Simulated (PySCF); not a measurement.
# Sulfur: the same states on changed settings

Aim: see what changed settings do to total energies and their difference. The change: the spin-free X2C one-electron Hamiltonian (Gaussian nucleus), unsound on purpose. A sound run of the same states serves as the yardstick.

The numbers are computed with PySCF 2.14.0 (unrestricted determinants in a Gaussian basis, no spin-orbit coupling in the energies), except any that are marked as measured or tabulated.

6 further runs of the same task are left out: 6 that didn't finish.

## 1. Starting point

```
Element                                   : sulfur (Z = 16)
Basis                                     : aug-cc-pV(D+d)Z (5s4p3d, 32 functions)
Hamiltonian                               : scalar relativity by spin-free X2C-1e
State 1                                   : S: [Ne] 3s2 3p4, high-spin 3P determinant
State 2                                   : S⁺: [Ne] 3s2 3p3, high-spin 4S determinant
Methods                                   : UHF, TPSS, r2SCAN, MP2, CCSD(T)
Core shells frozen in the correlated runs : valence: [Ne] (for S)
```

The outer shells:

S [Ne] 3s2 3p4
```
[Ne] core
3s [↑↓]
3p [↑↓][↑ ][↑ ]
```

S+ [Ne] 3s2 3p3
```
[Ne] core
3s [↑↓]
3p [↑ ][↑ ][↑ ]
```

The sound run (aug-cc-pV(D+d)Z, the non-relativistic Hamiltonian (point nucleus), symmetry-adapted start, fine grid, valence correlation) gave:

```csv
species,method,energy (hartree)
S,UHF,-397.49897
S,TPSS,-398.12955
S,r2SCAN,-398.07923
S,MP2 (valence),-397.59088
S,CCSD(T) (valence),-397.61455
S⁺,UHF,-397.15977
S⁺,TPSS,-397.74589
S⁺,r2SCAN,-397.69830
S⁺,MP2 (valence),-397.23163
S⁺,CCSD(T) (valence),-397.25328
```

One driver process ran all states and methods and kept the integrals in memory. Each run is shown as a PySCF script that sums up its settings (the driver passes frozen orbitals as a list and adds second-order terms of double hybrids); the logs are those of the runs themselves. The driver starts from symmetry-adapted Hartree-Fock orbitals, holds the occupation by maximum overlap and uses a logarithmic radial grid for functionals, so a plain start would take other cycles.

The driver's launch:

```console
$ OMP_NUM_THREADS=1 python atomrun2.py TASK.json OUT
```

The integrals over 32 functions and the set-up took 0.02 s of CPU time.

## 2. Changed run, S

**UHF**

input.py reads:

```python
from pyscf import gto, scf, dft, mp, cc
import basis_set_exchange as bse
mol = gto.M(atom="S 0 0 0", charge=0, spin=2, symmetry="D2h",
            basis=gto.basis.parse(bse.get_basis("aug-cc-pV(D+d)Z", elements=["S"], fmt="nwchem", header=False)),
            nucmod="G")
mf = scf.UHF(mol).sfx2c1e()
mf.irrep_nelec = {'Ag': (3, 3), 'B1u': (2, 1), 'B2u': (2, 2), 'B3u': (2, 1)}
mf.kernel()
```

The log of the run:

```text
damping factor = 0
level_shift factor = 0
DIIS = <class 'pyscf.scf.diis.CDIIS'>
diis_start_cycle = 1
diis_space = 10
diis_damp = 0
SCF conv_tol = 1e-09
SCF conv_tol_grad = None
number electrons alpha = 9  beta = 7
cycle= 1 E= -398.458902469078  delta_E= -0.00372  |g|= 0.0231  |ddm|= 0.0526
cycle= 2 E= -398.459390291308  delta_E= -0.000488  |g|= 0.00874  |ddm|= 0.0213
cycle= 3 E= -398.459477767932  delta_E= -8.75e-05  |g|= 0.00099  |ddm|= 0.0174
cycle= 4 E= -398.459479983518  delta_E= -2.22e-06  |g|= 0.000252  |ddm|= 0.00632
cycle= 5 E= -398.459480121712  delta_E= -1.38e-07  |g|= 5.35e-05  |ddm|= 0.00196
cycle= 6 E= -398.459480126397  delta_E= -4.68e-09  |g|= 1.21e-05  |ddm|= 0.000382
cycle= 7 E= -398.459480126638  delta_E= -2.42e-10  |g|= 1.25e-06  |ddm|= 9.4e-05
converged SCF energy = -398.459480126638  <S^2> = 2.010155  2S+1 = 3.0067624
```

It took 0.06 s on 1 thread of Neoverse-V2, shared host, the integrals not counted.

Orbital energies by shell (radii are means over both spins):

| shell | electrons | mean orbital energy (eV) | spread (eV) | rms radius (bohr) |
| --- | --- | --- | --- | --- |
| 1s α | 1 | -2512.5 | 0 | 0.112 |
| 1s β | 1 | -2512.1 | 0 | 0.112 |
| 2s α | 1 | -246.80 | 0 | 0.517 |
| 2s β | 1 | -246.29 | 0 | 0.517 |
| 2p α | 3 | -182.70 | 0.581 | 0.491 |
| 2p β | 3 | -181.80 | 0.357 | 0.491 |
| 3s α | 1 | -27.093 | 0 | 1.85 |
| 3s β | 1 | -21.216 | 0 | 1.85 |
| 3p α | 3 | -12.595 | 1.880 | 2.26 |
| 3p β | 1 | -10.210 | 0 | 2.26 |

⟨S²⟩ = 2.010, ⟨L²⟩ = 2.03.

**TPSS**

Changes to input.py:

```diff
@@ -5,3 +5,3 @@
             nucmod="G")
-mf = scf.UHF(mol).sfx2c1e()
+mf = dft.UKS(mol, xc="TPSS").sfx2c1e()
 mf.irrep_nelec = {'Ag': (3, 3), 'B1u': (2, 1), 'B2u': (2, 2), 'B3u': (2, 1)}
```

The log of the run:

```text
damping factor = 0
level_shift factor = 0
DIIS = <class 'pyscf.scf.diis.CDIIS'>
diis_start_cycle = 1
diis_space = 10
diis_damp = 0
SCF conv_tol = 1e-09
SCF conv_tol_grad = None
number electrons alpha = 9  beta = 7
XC functionals = TPSS
    J. Tao, J. P. Perdew, V. N. Staroverov, and G. E. Scuseria.,  Phys. Rev. Lett. 91, 146401 (2003)
    J. P. Perdew, J. Tao, V. N. Staroverov, and G. E. Scuseria.,  J. Chem. Phys. 120, 6898 (2004)
    J. Tao, J. P. Perdew, V. N. Staroverov, and G. E. Scuseria.,  Phys. Rev. Lett. 91, 146401 (2003)
    J. P. Perdew, J. Tao, V. N. Staroverov, and G. E. Scuseria.,  J. Chem. Phys. 120, 6898 (2004)
cycle= 1 E= -399.089179966173  delta_E= -0.00406  |g|= 0.0109  |ddm|= 0.218
cycle= 2 E= -399.08925228566  delta_E= -7.23e-05  |g|= 0.00605  |ddm|= 0.0618
cycle= 3 E= -399.089280047069  delta_E= -2.78e-05  |g|= 0.00106  |ddm|= 0.0277
cycle= 4 E= -399.089280764974  delta_E= -7.18e-07  |g|= 8.31e-05  |ddm|= 0.00359
cycle= 5 E= -399.089280772694  delta_E= -7.72e-09  |g|= 3.42e-06  |ddm|= 0.000414
cycle= 6 E= -399.089280772711  delta_E= -1.65e-11  |g|= 1.12e-07  |ddm|= 2.98e-05
converged SCF energy = -399.089280772711  <S^2> = 2.0041303  2S+1 = 3.0027523
```

Time after the integrals: 0.32 s (1 thread of Neoverse-V2, shared host).

**r2SCAN**

Changes to input.py:

```diff
@@ -5,3 +5,3 @@
             nucmod="G")
-mf = dft.UKS(mol, xc="TPSS").sfx2c1e()
+mf = dft.UKS(mol, xc="R2SCAN").sfx2c1e()
 mf.irrep_nelec = {'Ag': (3, 3), 'B1u': (2, 1), 'B2u': (2, 2), 'B3u': (2, 1)}
```

The log of the run:

```text
damping factor = 0
level_shift factor = 0
DIIS = <class 'pyscf.scf.diis.CDIIS'>
diis_start_cycle = 1
diis_space = 10
diis_damp = 0
SCF conv_tol = 1e-09
SCF conv_tol_grad = None
number electrons alpha = 9  beta = 7
XC functionals = R2SCAN
    J. W. Furness, A. D. Kaplan, J. Ning, J. P. Perdew, and J. Sun.,  J. Phys. Chem. Lett. 11, 8208-8215 (2020)
    J. W. Furness, A. D. Kaplan, J. Ning, J. P. Perdew, and J. Sun.,  J. Phys. Chem. Lett. 11, 9248-9248 (2020)
    J. W. Furness, A. D. Kaplan, J. Ning, J. P. Perdew, and J. Sun.,  J. Phys. Chem. Lett. 11, 8208-8215 (2020)
    J. W. Furness, A. D. Kaplan, J. Ning, J. P. Perdew, and J. Sun.,  J. Phys. Chem. Lett. 11, 9248-9248 (2020)
cycle= 1 E= -399.038951983811  delta_E= -0.0037  |g|= 0.00972  |ddm|= 0.172
cycle= 2 E= -399.039025032533  delta_E= -7.3e-05  |g|= 0.00407  |ddm|= 0.0439
cycle= 3 E= -399.039036797774  delta_E= -1.18e-05  |g|= 0.00129  |ddm|= 0.0212
cycle= 4 E= -399.039038005634  delta_E= -1.21e-06  |g|= 0.000131  |ddm|= 0.00477
cycle= 5 E= -399.039038036283  delta_E= -3.06e-08  |g|= 1.87e-05  |ddm|= 0.000796
cycle= 6 E= -399.039038037246  delta_E= -9.63e-10  |g|= 1.46e-06  |ddm|= 0.000149
converged SCF energy = -399.039038037246  <S^2> = 2.0060216  2S+1 = 3.0040117
```

It took 0.29 s on 1 thread of Neoverse-V2, shared host, the integrals not counted.

**MP2 (valence)**

Changes to input.py:

```diff
@@ -5,4 +5,5 @@
             nucmod="G")
-mf = dft.UKS(mol, xc="R2SCAN").sfx2c1e()
+mf = scf.UHF(mol).sfx2c1e()
 mf.irrep_nelec = {'Ag': (3, 3), 'B1u': (2, 1), 'B2u': (2, 2), 'B3u': (2, 1)}
 mf.kernel()
+mp.UMP2(mf, frozen=5).kernel()
```

No log was kept for this step.

Time after the integrals: 0.01 s (1 thread of Neoverse-V2, shared host).

With 6 electrons correlated, the MP2 correlation energy is -0.09192 hartree (-0.02306 same spin, -0.06887 opposite spin); the SCS form gives -0.09032. Largest pairs of shells: 3p-3p -0.0448, 3s-3p -0.0393, 3s-3s -0.0078.

**CCSD(T) (valence)**

Changes to input.py:

```diff
@@ -8,2 +8,3 @@
 mf.kernel()
-mp.UMP2(mf, frozen=5).kernel()
+mycc = cc.CCSD(mf, frozen=5).run()
+mycc.ccsd_t()
```

The log of the run:

```text
CC2 = 0
CCSD nocc = (np.int64(4), np.int64(2)), nmo = (27, 27)
frozen orbitals [[0, 1, 2, 3, 4], [0, 1, 2, 3, 4]]
max_cycle = 100
direct = 0
conv_tol = 1e-08
conv_tol_normt = 1e-06
diis_space = 8
diis_start_cycle = 0
Init t2, MP2 energy = -0.0919224325961657
Init E_corr(UCCSD) = -0.0919224325978203
cycle = 1  E_corr(UCCSD) = -0.108017065367796  dE = -0.0160946328  norm(t1,t2) = 0.0451351
cycle = 2  E_corr(UCCSD) = -0.111547303881384  dE = -0.00353023851  norm(t1,t2) = 0.0156699
cycle = 3  E_corr(UCCSD) = -0.113318308893227  dE = -0.00177100501  norm(t1,t2) = 0.00674166
cycle = 4  E_corr(UCCSD) = -0.113275043277711  dE = 4.32656155e-05  norm(t1,t2) = 0.0010938
cycle = 5  E_corr(UCCSD) = -0.113282732177035  dE = -7.68889932e-06  norm(t1,t2) = 0.000368743
cycle = 6  E_corr(UCCSD) = -0.113282702224401  dE = 2.99526336e-08  norm(t1,t2) = 0.000118841
cycle = 7  E_corr(UCCSD) = -0.113282558115428  dE = 1.44108973e-07  norm(t1,t2) = 3.56665e-05
cycle = 8  E_corr(UCCSD) = -0.11328271496294  dE = -1.56847513e-07  norm(t1,t2) = 8.5273e-06
cycle = 9  E_corr(UCCSD) = -0.113282597204591  dE = 1.1775835e-07  norm(t1,t2) = 1.68622e-06
cycle = 10  E_corr(UCCSD) = -0.113282619650327  dE = -2.24457365e-08  norm(t1,t2) = 3.84463e-07
cycle = 11  E_corr(UCCSD) = -0.113282623045202  dE = -3.39487523e-09  norm(t1,t2) = 9.69517e-08
UCCSD converged
E(UCCSD) = -398.5727627496837  E_corr = -0.1132826230452024
UCCSD(T) correction = -0.00224554964066383
```

Time after the integrals: 0.25 s (1 thread of Neoverse-V2, shared host).

CCSD correlation -0.11328 hartree, triples -0.00225; total -398.575008. T1 = 0.009, largest double amplitude 0.047.

## 3. Changed run, S⁺, method by method

**UHF**

input.py reads:

```python
from pyscf import gto, scf, dft, mp, cc
import basis_set_exchange as bse
mol = gto.M(atom="S 0 0 0", charge=1, spin=3, symmetry="D2h",
            basis=gto.basis.parse(bse.get_basis("aug-cc-pV(D+d)Z", elements=["S"], fmt="nwchem", header=False)),
            nucmod="G")
mf = scf.UHF(mol).sfx2c1e()
mf.irrep_nelec = {'Ag': (3, 3), 'B1u': (2, 1), 'B2u': (2, 1), 'B3u': (2, 1)}
mf.kernel()
```

The log of the run:

```text
damping factor = 0
level_shift factor = 0
DIIS = <class 'pyscf.scf.diis.CDIIS'>
diis_start_cycle = 1
diis_space = 10
diis_damp = 0
SCF conv_tol = 1e-09
SCF conv_tol_grad = None
number electrons alpha = 9  beta = 6
cycle= 1 E= -398.120863110704  delta_E= -3.52e-10  |g|= 6.44e-06  |ddm|= 0.000103
converged SCF energy = -398.120863110704  <S^2> = 3.7507147  2S+1 = 4.0003573
```

It took 0.04 s on 1 thread of Neoverse-V2, shared host, the integrals not counted.

Orbital energies by shell (radii are means over both spins):

```
shell  electrons  mean orbital energy (eV)  spread (eV)  rms radius (bohr)
 1s α          1                   -2524.3            0              0.112
 1s β          1                   -2523.5            0              0.112
 2s α          1                   -258.44            0              0.517
 2s β          1                   -257.57            0              0.517
 2p α          3                   -194.43            0              0.491
 2p β          3                   -192.90            0              0.491
 3s α          1                   -38.595            0               1.78
 3s β          1                   -29.226            0               1.78
 3p α          3                   -23.456            0               2.05
```

⟨S²⟩ = 3.751, ⟨L²⟩ = 0.00.

**TPSS**

Changes to input.py:

```diff
@@ -5,3 +5,3 @@
             nucmod="G")
-mf = scf.UHF(mol).sfx2c1e()
+mf = dft.UKS(mol, xc="TPSS").sfx2c1e()
 mf.irrep_nelec = {'Ag': (3, 3), 'B1u': (2, 1), 'B2u': (2, 1), 'B3u': (2, 1)}
```

The log of the run:

```text
damping factor = 0
level_shift factor = 0
DIIS = <class 'pyscf.scf.diis.CDIIS'>
diis_start_cycle = 1
diis_space = 10
diis_damp = 0
SCF conv_tol = 1e-09
SCF conv_tol_grad = None
number electrons alpha = 9  beta = 6
XC functionals = TPSS
    J. Tao, J. P. Perdew, V. N. Staroverov, and G. E. Scuseria.,  Phys. Rev. Lett. 91, 146401 (2003)
    J. P. Perdew, J. Tao, V. N. Staroverov, and G. E. Scuseria.,  J. Chem. Phys. 120, 6898 (2004)
    J. Tao, J. P. Perdew, V. N. Staroverov, and G. E. Scuseria.,  Phys. Rev. Lett. 91, 146401 (2003)
    J. P. Perdew, J. Tao, V. N. Staroverov, and G. E. Scuseria.,  J. Chem. Phys. 120, 6898 (2004)
cycle= 1 E= -398.706229625704  delta_E= -0.00199  |g|= 0.00641  |ddm|= 0.223
cycle= 2 E= -398.706248418846  delta_E= -1.88e-05  |g|= 0.00143  |ddm|= 0.0349
cycle= 3 E= -398.706249877796  delta_E= -1.46e-06  |g|= 0.000372  |ddm|= 0.01
cycle= 4 E= -398.706249944944  delta_E= -6.71e-08  |g|= 7.04e-07  |ddm|= 0.0017
cycle= 5 E= -398.706249944945  delta_E= -4.55e-13  |g|= 2e-08  |ddm|= 6.19e-06
converged SCF energy = -398.706249944945  <S^2> = 3.7506837  2S+1 = 4.0003418
```

It took 0.27 s on 1 thread of Neoverse-V2, shared host, the integrals not counted.

**r2SCAN**

Changes to input.py:

```diff
@@ -5,3 +5,3 @@
             nucmod="G")
-mf = dft.UKS(mol, xc="TPSS").sfx2c1e()
+mf = dft.UKS(mol, xc="R2SCAN").sfx2c1e()
 mf.irrep_nelec = {'Ag': (3, 3), 'B1u': (2, 1), 'B2u': (2, 1), 'B3u': (2, 1)}
```

The log of the run:

```text
damping factor = 0
level_shift factor = 0
DIIS = <class 'pyscf.scf.diis.CDIIS'>
diis_start_cycle = 1
diis_space = 10
diis_damp = 0
SCF conv_tol = 1e-09
SCF conv_tol_grad = None
number electrons alpha = 9  beta = 6
XC functionals = R2SCAN
    J. W. Furness, A. D. Kaplan, J. Ning, J. P. Perdew, and J. Sun.,  J. Phys. Chem. Lett. 11, 8208-8215 (2020)
    J. W. Furness, A. D. Kaplan, J. Ning, J. P. Perdew, and J. Sun.,  J. Phys. Chem. Lett. 11, 9248-9248 (2020)
    J. W. Furness, A. D. Kaplan, J. Ning, J. P. Perdew, and J. Sun.,  J. Phys. Chem. Lett. 11, 8208-8215 (2020)
    J. W. Furness, A. D. Kaplan, J. Ning, J. P. Perdew, and J. Sun.,  J. Phys. Chem. Lett. 11, 9248-9248 (2020)
cycle= 1 E= -398.658721823916  delta_E= -0.00123  |g|= 0.0045  |ddm|= 0.154
cycle= 2 E= -398.658729158918  delta_E= -7.34e-06  |g|= 0.000584  |ddm|= 0.0212
cycle= 3 E= -398.658729421517  delta_E= -2.63e-07  |g|= 0.000172  |ddm|= 0.00404
cycle= 4 E= -398.658729436927  delta_E= -1.54e-08  |g|= 2.07e-05  |ddm|= 0.000876
cycle= 5 E= -398.658729437473  delta_E= -5.46e-10  |g|= 1.83e-07  |ddm|= 9.21e-05
converged SCF energy = -398.658729437473  <S^2> = 3.7503941  2S+1 = 4.000197
```

It took 0.25 s on 1 thread of Neoverse-V2, shared host, the integrals not counted.

**MP2 (valence)**

Changes to input.py:

```diff
@@ -5,4 +5,5 @@
             nucmod="G")
-mf = dft.UKS(mol, xc="R2SCAN").sfx2c1e()
+mf = scf.UHF(mol).sfx2c1e()
 mf.irrep_nelec = {'Ag': (3, 3), 'B1u': (2, 1), 'B2u': (2, 1), 'B3u': (2, 1)}
 mf.kernel()
+mp.UMP2(mf, frozen=5).kernel()
```

The driver printed no log here.

Time after the integrals: 0.01 s (1 thread of Neoverse-V2, shared host).

With 5 electrons correlated, the MP2 correlation energy is -0.07181 hartree (-0.01966 same spin, -0.05215 opposite spin); the SCS form gives -0.06913. Largest pairs of shells: 3s-3p -0.0463, 3p-3p -0.0176, 3s-3s -0.0079.

**CCSD(T) (valence)**

Changes to input.py:

```diff
@@ -8,2 +8,3 @@
 mf.kernel()
-mp.UMP2(mf, frozen=5).kernel()
+mycc = cc.CCSD(mf, frozen=5).run()
+mycc.ccsd_t()
```

The log of the run:

```text
CC2 = 0
CCSD nocc = (np.int64(4), np.int64(1)), nmo = (27, 27)
frozen orbitals [[0, 1, 2, 3, 4], [0, 1, 2, 3, 4]]
max_cycle = 100
direct = 0
conv_tol = 1e-08
conv_tol_normt = 1e-06
diis_space = 8
diis_start_cycle = 0
Init t2, MP2 energy = -0.0718140547904305
Init E_corr(UCCSD) = -0.0718140548240974
cycle = 1  E_corr(UCCSD) = -0.0873338095294134  dE = -0.0155197547  norm(t1,t2) = 0.043185
cycle = 2  E_corr(UCCSD) = -0.0907493147017469  dE = -0.00341550517  norm(t1,t2) = 0.012345
cycle = 3  E_corr(UCCSD) = -0.0920608715134729  dE = -0.00131155681  norm(t1,t2) = 0.00445043
cycle = 4  E_corr(UCCSD) = -0.0920354214636613  dE = 2.54500498e-05  norm(t1,t2) = 0.000608431
cycle = 5  E_corr(UCCSD) = -0.0920361811825349  dE = -7.59718874e-07  norm(t1,t2) = 6.01815e-05
cycle = 6  E_corr(UCCSD) = -0.0920352723938977  dE = 9.08788637e-07  norm(t1,t2) = 1.30977e-05
cycle = 7  E_corr(UCCSD) = -0.0920357743089795  dE = -5.01915082e-07  norm(t1,t2) = 2.224e-06
cycle = 8  E_corr(UCCSD) = -0.0920356202215852  dE = 1.54087394e-07  norm(t1,t2) = 4.68611e-07
cycle = 9  E_corr(UCCSD) = -0.0920356284052856  dE = -8.18370045e-09  norm(t1,t2) = 6.84076e-08
UCCSD converged
E(UCCSD) = -398.2128987391097  E_corr = -0.09203562840528562
UCCSD(T) correction = -0.00135259439270309
```

Time after the integrals: 0.19 s (1 thread of Neoverse-V2, shared host).

CCSD correlation -0.09204 hartree, triples -0.00135; total -398.214251. T1 = 0.002, largest double amplitude 0.056.

## 4. What moved

```csv
species,method,converged,energy less sound run (eV)
S,UHF,yes,-26.1367
S,TPSS,yes,-26.1157
S,r2SCAN,yes,-26.1177
S,MP2 (valence),yes,-26.1371
S,CCSD(T) (valence),yes,-26.1355
S⁺,UHF,yes,-26.1526
S⁺,TPSS,yes,-26.1328
S⁺,r2SCAN,yes,-26.1347
S⁺,MP2 (valence),yes,-26.1515
S⁺,CCSD(T) (valence),yes,-26.1493
```

Ionisation energy of S:

```
 method  sound run (eV)  changed run (eV)  shift (eV)
    UHF           9.230             9.214      -0.016
   TPSS          10.440            10.423      -0.017
 r2SCAN          10.366            10.349      -0.017
    MP2           9.776             9.761      -0.014
SCS-MP2           9.805             9.791      -0.014
   CCSD           9.806             9.792      -0.014
CCSD(T)           9.830             9.817      -0.014
```

## 5. Outcome

```
                                 quantity                                                          value
                                   change  the spin-free X2C one-electron Hamiltonian (Gaussian nucleus)
                           runs converged                                                       10 of 10
largest shift of a converged total energy                                                        26.2 eV
   largest shift of the ionisation energy                                               -0.017 eV (TPSS)
```

**Reading.** The ionisation energy moves by up to 0.02 eV, at TPSS. Most of the change in total energy is the relativistic energy itself. On top of that the contraction fixes the core shape for the Hamiltonian it was made with, so the changed run is not a good calculation with the other Hamiltonian either. The setting is unsound on purpose, so these numbers are no properties of the atom.
